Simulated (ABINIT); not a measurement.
The system is P.

```
CELL_PARAMETERS angstrom
1.64774 -5.46504 0.00000
1.64774 5.46504 0.00000
0.00000 0.00000 4.54364
ATOMIC_POSITIONS crystal
P 0.90414 0.09586 0.58882
P 0.09586 0.90414 0.41118
P 0.59586 0.40414 0.08882
P 0.40414 0.59586 0.91118
```

```yaml
Program: ABINIT 10.8.3 (patched build)
Task: relaxation of cell and atoms
Functional: PBE
Potentials_or_basis: PseudoDojo NC SR PBE v0.4.1 standard
Cutoff: 599 eV
k_mesh: 6 × 6 × 4
Occupations: fermi-dirac, width 0.05 eV
Spin: no spin polarisation
```

At the start: pressure 2.1 GPa; volume 20.46 Å³/atom.

Task: Where does the relaxation end?

Result: Over 22 steps the energy falls by 5.3 meV/atom and the volume is 21.19 Å³/atom (+3.6 %); space group Cmce (No. 64, to 0.05 Å).

Step by step:
| step | energy change (eV) | largest force (eV/Å) | pressure (GPa) | volume (Å³) |
| --- | --- | --- | --- | --- |
| 1 | 0.0000 | 0.3576 | 2.13 | 81.83 |
| 2 | -0.0103 | 0.2374 | 1.40 | 82.36 |
| 3 | -0.0187 | 0.0119 | 0.04 | 83.43 |
| 4 | -0.0188 | 0.0100 | -0.02 | 83.48 |
| 5 | -0.0193 | 0.0422 | -0.15 | 83.60 |
| 6 | -0.0197 | 0.0584 | -0.16 | 83.62 |
| 7 | -0.0201 | 0.0666 | -0.09 | 83.58 |
| 8 | -0.0205 | 0.0545 | 0.02 | 83.52 |
| 9 | -0.0208 | 0.0249 | 0.09 | 83.49 |
| 10 | -0.0209 | 0.0082 | 0.08 | 83.51 |
| 11 | -0.0209 | 0.0111 | 0.06 | 83.55 |
| 12 | -0.0209 | 0.0133 | 0.03 | 83.60 |
| 13 | -0.0210 | 0.0129 | -0.01 | 83.69 |
| 14 | -0.0210 | 0.0085 | -0.03 | 83.79 |
| 15 | -0.0210 | 0.0057 | -0.03 | 83.90 |
| 16 | -0.0211 | 0.0119 | -0.01 | 84.00 |
| 17 | -0.0211 | 0.0193 | 0.01 | 84.15 |
| 18 | -0.0212 | 0.0225 | 0.04 | 84.39 |
| 19 | -0.0213 | 0.0158 | 0.05 | 84.64 |
| 20 | -0.0213 | 0.0052 | 0.02 | 84.76 |
| 21 | -0.0213 | 0.0005 | 0.00 | 84.76 |
| 22 | -0.0213 | 0.0001 | 0.00 | 84.74 |

Final structure:
```xyz
4
Lattice="1.6606 -5.6174 0.0000 1.6606 5.6174 0.0000 0.0000 0.0000 4.5422" Properties=species:S:1:pos:R:3 pbc="T T T"
P     1.6606   -4.5557    2.6601
P     1.6606    4.5557    1.8822
P     1.6606   -1.0617    0.3890
P     1.6606    1.0617    4.1533
```
